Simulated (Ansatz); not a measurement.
## CH₄OSSi, SMILES OC([SiH3])=S: vertical spin-state energies, step by step

Computed with the Ansatz DFT code, driven from Python.

Run as a notebook:

**Cell 1**
```python
import ansatz as az
from ase import Atoms

params = {
    "basis": "aug-cc-pVDZ",
    "xc": "r2scan",
}
```

**Cell 2**
```python
atoms = Atoms(["O", "C", "Si", "S", "H", "H", "H", "H"], positions=[
    (0.056, 1.3673, -1.0934),
    (-0.4996, 0.467, -0.275),
    (0.5408, -0.8251, 0.5015),
    (-2.0556, 0.5591, -0.0106),
    (-0.719, 1.9779, -1.4203),
    (0.5398, -0.7361, 2.0014),
    (2.0278, -0.6794, 0.1205),
    (0.202, -2.1878, 0.1202),
])
system = az.Crystal.molecule_from_ase(atoms)

job = (
    system.calculation()
    .basis(gaussian=params["basis"])
    .functional(params["xc"])
)
found = {}
for unpaired in [0, 2]:
    rep = job.spin("collinear", total=unpaired).run(threads=1, backend="cpu").report
    s = unpaired / 2
    found[unpaired] = rep["free_energy_ev"]
    print(f"2S+1 = {unpaired + 1}: E = {found[unpaired]:.5f} eV, <S^2> = {abs(rep['mean_field']['state']['spin_squared']):.3f} (pure state {s * (s + 1):.2f})")
lowest = min(found, key=found.get)
for unpaired, e in found.items():
    print(f"multiplicity {unpaired + 1}: {96.485332 * (e - found[lowest]):.1f} kJ/mol above the lowest")
```
Output:
```text
2S+1 = 1: E = -21858.71331 eV, <S^2> = 0.000 (pure state 0.00)
2S+1 = 3: E = -21855.99674 eV, <S^2> = 2.010 (pure state 2.00)
multiplicity 1: 0.0 kJ/mol above the lowest
multiplicity 3: 262.1 kJ/mol above the lowest
```

In order: multiplicity 1 (+0.00 eV) and multiplicity 3 (+2.72 eV), all at the one geometry.

Total energies depend on the basis set; only differences at equal settings carry meaning. The geometry is a force-field or estimated start, not a minimum of this method, and the basis set is short of its limit. All parts are taken at fixed geometry, without zero-point energy. Timing: 41 s on 1 thread of Arm Neoverse V1, on a shared host, peak memory 0.35 GiB.

(Lines on the test bed's own set-up are left out of the output.)
